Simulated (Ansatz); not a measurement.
# C2H6O3SSi: a ladder of functionals and wavefunction methods

The task here is to estimate one member of a computed series from the others.

Method: functionals in def2-TZVPP, the program's frozen cores in correlated methods; program: Ansatz 0.2.0, Gaussian basis.

Plan: PBE-D4, r2SCAN-D4, PBE0-D4, B3LYP-D4, ωB97X-V, ωB97M-V, B2PLYP; CCSD(T)/def2-TZVPP; MP2/def2-QZVPP; extrapolation to the limit.

**The relaxed structure**

An earlier PBE0-D4 in a triple-zeta def2 set relaxation fixed the geometry.

SMILES `C=CS[Si](O)(O)O`, 13 atoms, charge 0, spin multiplicity 1.

Atoms are counted from 1 here; the program's logs count them from 0.

Bond lengths: C1–C2 1.326 Å, C1–H8 1.083 Å, C1–H9 1.084 Å, C2–S3 1.761 Å, C2–H10 1.086 Å, S3–Si4 2.125 Å, Si4–O5 1.632 Å, Si4–O6 1.626 Å, Si4–O7 1.632 Å, O5–H11 0.958 Å, O6–H12 0.959 Å, O7–H13 0.959 Å. Angles: C2–C1–H8 122.9°, C2–C1–H9 119.6°, H8–C1–H9 117.5°, C1–C2–S3 128.6°, C1–C2–H10 120.4°, S3–C2–H10 111.0°, C2–S3–Si4 104.4°, S3–Si4–O5 104.3°, S3–Si4–O6 108.9°, S3–Si4–O7 115.6°, O5–Si4–O6 114.7°, O5–Si4–O7 107.3°, O6–Si4–O7 106.2°, Si4–O5–H11 117.9°, Si4–O6–H12 116.7°, Si4–O7–H13 117.3°.

As a file:

```xyz
13
C2H6O3SSi
C     1.13715   -1.04879   -1.49465
C     1.83416   -0.61770   -0.45287
S     1.37457    0.57578    0.75762
Si   -0.75070    0.56620    0.72751
O    -1.17593    1.61117    1.90738
O    -1.27421   -0.95736    0.94697
O    -1.43910    1.08934   -0.65716
H     0.14279   -0.68764   -1.72811
H     1.56543   -1.79521   -2.15333
H     2.83566   -0.99379   -0.26848
H    -0.84823    1.44538    2.79270
H    -2.09816   -1.19539    0.51780
H    -1.30342    2.00802   -0.89538
```

Set-up of the first run:

Contents of in.yaml:

```yaml
crystal:
  periodic: [false, false, false]
  atoms:
    - {symbol: C, position_ang: [1.137151, -1.048793, -1.494649]}
    - {symbol: C, position_ang: [1.834162, -0.617705, -0.452873]}
    - {symbol: S, position_ang: [1.374565, 0.575785, 0.757623]}
    - {symbol: Si, position_ang: [-0.750699, 0.566199, 0.727511]}
    - {symbol: O, position_ang: [-1.175933, 1.611169, 1.907382]}
    - {symbol: O, position_ang: [-1.274208, -0.957361, 0.946974]}
    - {symbol: O, position_ang: [-1.439099, 1.089342, -0.657158]}
    - {symbol: H, position_ang: [0.142791, -0.687645, -1.728111]}
    - {symbol: H, position_ang: [1.565426, -1.795212, -2.153333]}
    - {symbol: H, position_ang: [2.835656, -0.993786, -0.268484]}
    - {symbol: H, position_ang: [-0.848235, 1.445375, 2.792703]}
    - {symbol: H, position_ang: [-2.098165, -1.195387, 0.517797]}
    - {symbol: H, position_ang: [-1.303420, 2.008018, -0.895380]}
basis:
  gaussian: {orbitals: def2-TZVPP}
hamiltonian: {xc: pbe, dispersion: d4}
output: {forces: true, orbitals: {seedname: orbitals}}
```

Launch:

```console
$ ansatz run in.yaml --threads 2 --pin off --events-out ev --progress --plain --max-ram 22528MiB --backend cuda --devices 0, --max-vram 18GiB
```

Among the steps run: PBE-D4 (GGA); r2SCAN-D4 (meta-GGA); PBE0-D4 (hybrid); B3LYP-D4 (hybrid); ωB97X-V (range-separated); ωB97M-V (range-separated); B2PLYP (double hybrid); CCSD(T) in def2-TZVPP; MP2 in def2-QZVPP.

One table of the session follows, with a row left open; its other results are not shown here.

```
            method  atomisation energy (kJ/mol)
            PBE-D4                       5452.0
         r2SCAN-D4                            ?
           PBE0-D4                       5322.4
          B3LYP-D4                       5313.3
           ωB97X-V                       5341.9
           ωB97M-V                       5360.0
            B2PLYP                       5268.3
     HF/def2-TZVPP                       3766.4
    MP2/def2-TZVPP                       5342.8
   CCSD/def2-TZVPP                       5092.9
CCSD(T)/def2-TZVPP                       5190.0
           MP2/CBS                       5510.8
       CCSD(T)/CBS                       5358.0
```

Estimate the missing values for r2SCAN-D4.

As computed: atomisation energy (kJ/mol): 5358.7. In the column «atomisation energy (kJ/mol)» it lies between CCSD(T)/CBS (5358.0) and ωB97M-V (5360.0).

Limits of these values: Free atoms (2 C, 1 S, 1 Si, 3 O, 6 H) were run apart at each level; the atomisation energy is their sum less the molecule, without zero-point or spin-orbit terms.
